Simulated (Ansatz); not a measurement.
# CH₄F₂Si: basis-set convergence

One table from this session's results is given with a row withheld; the runs are named, their logs left out.

Method: one geometry, several basis sets; program: Ansatz 0.2.0, Gaussian basis.

Plan: PBE0-D4/def2-SVP; ωB97M-V/def2-SVP; PBE0-D4/def2-QZVPP; ωB97M-V/def2-QZVPP; the functionals' def2-TZVPP values are taken from earlier runs.

### The geometry

An earlier PBE0-D4 in a triple-zeta def2 set relaxation fixed the geometry.

SMILES `FC(F)[SiH3]`, 8 atoms, charge 0, spin multiplicity 1.

Atoms are counted from 1 here; the program's logs count them from 0.

Bond lengths: F1–C2 1.366 Å, C2–F3 1.366 Å, C2–Si4 1.920 Å, C2–H5 1.097 Å, Si4–H6 1.484 Å, Si4–H7 1.481 Å, Si4–H8 1.484 Å. Angles: F1–C2–F3 107.4°, F1–C2–Si4 110.1°, F1–C2–H5 107.2°, F3–C2–Si4 110.1°, F3–C2–H5 107.2°, Si4–C2–H5 114.6°, C2–Si4–H6 108.1°, C2–Si4–H7 108.3°, C2–Si4–H8 108.1°, H6–Si4–H7 111.0°, H6–Si4–H8 110.2°, H7–Si4–H8 111.0°.

Set-up of the first run:

File in.yaml:

```yaml
crystal:
  periodic: [false, false, false]
  atoms:
    - {symbol: F, position_ang: [0.926306, -0.797962, 1.468108]}
    - {symbol: C, position_ang: [0.900209, -0.006806, 0.354828]}
    - {symbol: F, position_ang: [1.751442, -0.560651, -0.558773]}
    - {symbol: Si, position_ang: [-0.879799, 0.066828, -0.361182]}
    - {symbol: H, position_ang: [1.318265, 0.966595, 0.638986]}
    - {symbol: H, position_ang: [-1.765644, 0.662894, 0.668920]}
    - {symbol: H, position_ang: [-1.305227, -1.312363, -0.695308]}
    - {symbol: H, position_ang: [-0.853551, 0.924366, -1.571578]}
basis:
  gaussian: {orbitals: def2-SVP}
hamiltonian: {xc: pbe0, dispersion: d4}
output: {orbitals: {seedname: orbitals}}
```

Launch:

```console
$ ansatz run in.yaml --threads 2 --pin off --events-out ev --progress --plain --max-ram 4352MiB
```

Steps of the session up to this table: PBE0-D4 in def2-SVP; ωB97M-V in def2-SVP; PBE0-D4 in def2-QZVPP; ωB97M-V in def2-QZVPP.

One of the session's tables, all rows but one given; the rest of the session is left out.

```
functional       basis  HOMO (eV)  LUMO (eV)
   PBE0-D4    def2-SVP      -8.61       0.76
   PBE0-D4  def2-TZVPP      -8.74       0.30
   PBE0-D4  def2-QZVPP      -8.77       0.12
   ωB97M-V    def2-SVP     -10.90       2.64
   ωB97M-V  def2-TZVPP          ?          ?
   ωB97M-V  def2-QZVPP     -11.10       1.48
```

Q: Estimate the row for ωB97M-V, def2-TZVPP from the others.

The run gave: HOMO (eV): -11.06; LUMO (eV): 1.89. In the column «HOMO (eV)» it lies between ωB97M-V, def2-QZVPP (-11.10) and ωB97M-V, def2-SVP (-10.90).
